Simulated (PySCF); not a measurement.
**GeH⁻ (triplet) under other conditions**

Aim: change spin, charge, geometry, field or solvent of GeH⁻ (triplet), one at a time, and compare with the base run.

The runs use PySCF 2.14.0; each script names its method and basis.

## (1) Starting geometry

GeH⁻ (triplet): 2 atoms, charge -1, spin multiplicity 3.

Bond lengths: Ge1–H2 1.580 Å.

## (2) The run that the others are compared with

Contents of input.py:

```python
from pyscf import gto, scf, cc

mol = gto.M(
    atom='Ge 0 0 0; H 0 0 1.58',
    basis='jorge-dzp-dkh',
    charge=-1,
    spin=2,
    verbose=4,
)
mf = scf.ROHF(mol)
mf = mf.sfx2c1e()
mf.kernel()
mycc = cc.CCSD(mf, frozen=9)
mycc.kernel()
e = mycc.eaccsd(nroots=3)[0]
print('roots (eV) =', (e*27.211386).round(3))
mf.dip_moment()
print('orbital energies (hartree):', mf.mo_energy[..., max(0, mol.nelec[1]-3):mol.nelec[0]+3].round(4))
```

Started as:

```
> OMP_NUM_THREADS=1 python input.py
```

Its log is not repeated here.

In short: E(SCF) = -2097.520343 Eh, 8 cycles, E(CCSD) − E(SCF) = -0.32420 Eh, attachment roots 8.273, 8.273, 10.480 eV.

The bond length is a typed value, not an optimised one. Positive EA roots mean that the added electron is unbound. The dipole of an ion depends on the origin. The triplet is typed in the script; nothing here shows that it is the ground state.

## (3) Electric field 0.01 a.u.

Variant 1 changes electric field: none → 0.01 a.u.

Contents of input.py:

```python
from pyscf import gto, scf, cc

mol = gto.M(
    atom='Ge 0 0 0; H 0 0 1.58',
    basis='jorge-dzp-dkh',
    charge=-1,
    spin=2,
    verbose=4,
)
mf = scf.ROHF(mol)
mf = mf.sfx2c1e()
field = 0.01  # electric field along z, atomic units
h = mf.get_hcore() + field*mol.intor('int1e_r')[2]
mf.get_hcore = lambda *args: h
e_nuc = mol.energy_nuc() - field*mol.atom_charges() @ mol.atom_coords()[:, 2]
mf.energy_nuc = lambda *args: e_nuc
mf.kernel()
mycc = cc.CCSD(mf, frozen=9)
mycc.kernel()
e = mycc.eaccsd(nroots=3)[0]
print('roots (eV) =', (e*27.211386).round(3))
mf.dip_moment()
print('orbital energies (hartree):', mf.mo_energy[..., max(0, mol.nelec[1]-3):mol.nelec[0]+3].round(4))
```

Started as:

```
> OMP_NUM_THREADS=1 python input.py
```

## (4) Electric field -0.01 a.u.

Variant 2 changes electric field: none → -0.01 a.u.

input.py: that of step 2 with these lines changed.

```diff
@@ -11,2 +11,7 @@
 mf = mf.sfx2c1e()
+field = -0.01  # electric field along z, atomic units
+h = mf.get_hcore() + field*mol.intor('int1e_r')[2]
+mf.get_hcore = lambda *args: h
+e_nuc = mol.energy_nuc() - field*mol.atom_charges() @ mol.atom_coords()[:, 2]
+mf.energy_nuc = lambda *args: e_nuc
 mf.kernel()
```

## (5) Electric field 0.2 a.u.

Variant 3 changes electric field: none → 0.2 a.u.

input.py: that of step 2 with these lines changed.

```diff
@@ -11,2 +11,7 @@
 mf = mf.sfx2c1e()
+field = 0.2  # electric field along z, atomic units
+h = mf.get_hcore() + field*mol.intor('int1e_r')[2]
+mf.get_hcore = lambda *args: h
+e_nuc = mol.energy_nuc() - field*mol.atom_charges() @ mol.atom_coords()[:, 2]
+mf.energy_nuc = lambda *args: e_nuc
 mf.kernel()
```

## (6) Bond 1.77 Å

Variant 4 changes bond length: 1.58 Å → 1.77 Å.

input.py: that of step 2 with these lines changed.

```diff
@@ -3,3 +3,3 @@
 mol = gto.M(
-    atom='Ge 0 0 0; H 0 0 1.58',
+    atom='Ge 0 0 0; H 0 0 1.77',
     basis='jorge-dzp-dkh',
```

Q: Predict the outcome of this session. Wanted: for each run, E(SCF); from base; after the SCF.

**Answer**, as computed:

```csv
run,E(SCF) (hartree),from base (eV),cycles,after the SCF
base,-2097.520343,0,8,"CCSD correlation -8.822 eV, core frozen, first root 8.27 eV"
electric field 0.01 a.u.,-2097.519407,not comparable,8,"CCSD correlation -8.812 eV, core frozen, first root 8.35 eV"
electric field -0.01 a.u.,-2097.525190,not comparable,8,"CCSD correlation -8.832 eV, core frozen, first root 8.19 eV"
electric field 0.2 a.u. (poor choice),-2098.055039,not comparable,8,"CCSD correlation -8.401 eV, core frozen, first root 8.50 eV"
bond 1.77 Å,-2097.517831,+0.0683,8,"CCSD correlation -8.797 eV, core frozen, first root 8.11 eV"
```

What this shows: Rows marked «poor choice» come from settings spoiled on purpose.
